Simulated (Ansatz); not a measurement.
**C2H5GaSi: basis-set convergence**

The task here is to estimate one member of a computed series from the others.

The runs use Ansatz 0.2.0, Gaussian basis; one geometry, several basis sets.

Levels to be run: PBE0-D4/def2-SVP; ωB97M-V/def2-SVP; PBE0-D4/def2-QZVPP; ωB97M-V/def2-QZVPP; the functionals' def2-TZVPP values are taken from earlier runs.

### The relaxed structure

The geometry comes from an earlier relaxation with PBE0-D4 in a triple-zeta def2 set; it is a stationary point, not always the lowest conformer.

SMILES `C#C[SiH2][GaH2]`, 9 atoms, charge 0, spin multiplicity 1.

Atoms are counted from 1 here; the program's logs count them from 0.

Bond lengths: C1–C2 1.207 Å, C1–H5 1.066 Å, C2–Si3 1.825 Å, Si3–Ga4 2.417 Å, Si3–H6 1.489 Å, Si3–H7 1.490 Å, Ga4–H8 1.570 Å, Ga4–H9 1.574 Å. Angles: C2–C1–H5 179.6°, C1–C2–Si3 177.3°, C2–Si3–Ga4 111.6°, C2–Si3–H6 108.3°, C2–Si3–H7 108.3°, Ga4–Si3–H6 110.7°, Ga4–Si3–H7 110.4°, H6–Si3–H7 107.4°, Si3–Ga4–H8 121.6°, Si3–Ga4–H9 119.3°, H8–Ga4–H9 119.1°.

As a file:

```mol
C2H5GaSi
  3D, bonds by distance, orders not assigned

  9  8  0  0  0  0  0  0  0  0999 V2000
    2.0503   -0.9007   -1.3275 C   0  0
    1.3259   -0.1696   -0.6973 C   0  0
    0.1718    0.8732    0.2576 Si  0  0
   -1.8749   -0.3051    0.7724 Ga  0  0
    2.6958   -1.5407   -1.8842 H   0  0
   -0.1138    2.1013   -0.5352 H   0  0
    0.8549    1.2999    1.5108 H   0  0
   -2.0923   -1.8017    0.3503 H   0  0
   -3.0178    0.4435    1.5533 H   0  0
  1  2  8  0
  2  3  8  0
  3  4  8  0
  1  5  8  0
  3  6  8  0
  3  7  8  0
  4  8  8  0
  4  9  8  0
M  END
```

Set-up of the first run:

in.yaml

```yaml
crystal:
  periodic: [false, false, false]
  atoms:
    - {symbol: C, position_ang: [2.050341, -0.900741, -1.327514]}
    - {symbol: C, position_ang: [1.325903, -0.169645, -0.697306]}
    - {symbol: Si, position_ang: [0.171830, 0.873214, 0.257593]}
    - {symbol: Ga, position_ang: [-1.874865, -0.305075, 0.772353]}
    - {symbol: H, position_ang: [2.695793, -1.540735, -1.884245]}
    - {symbol: H, position_ang: [-0.113762, 2.101287, -0.535170]}
    - {symbol: H, position_ang: [0.854863, 1.299892, 1.510774]}
    - {symbol: H, position_ang: [-2.092346, -1.801676, 0.350264]}
    - {symbol: H, position_ang: [-3.017768, 0.443479, 1.553260]}
basis:
  gaussian: {orbitals: def2-SVP}
hamiltonian: {xc: pbe0, dispersion: d4}
output: {orbitals: {seedname: orbitals}}
```

Started as:

```bash
> ansatz run in.yaml --threads 2 --pin off --events-out ev --progress --plain --max-ram 4352MiB
```

Among the steps run: PBE0-D4 in def2-SVP; ωB97M-V in def2-SVP; PBE0-D4 in def2-QZVPP; ωB97M-V in def2-QZVPP.

One of the session's tables, all rows but one given; the rest of the session is left out.

It belongs to the step «Functionals by basis». 

```
functional       basis  HOMO (eV)  LUMO (eV)
   PBE0-D4    def2-SVP      -7.34      -2.16
   PBE0-D4  def2-TZVPP          ?          ?
   PBE0-D4  def2-QZVPP      -7.37      -2.20
   ωB97M-V    def2-SVP      -9.32      -0.40
   ωB97M-V  def2-TZVPP      -9.38      -0.45
   ωB97M-V  def2-QZVPP      -9.38      -0.54
```

Estimate the missing values for PBE0-D4, def2-TZVPP.

As computed: HOMO (eV): -7.37; LUMO (eV): -2.19.
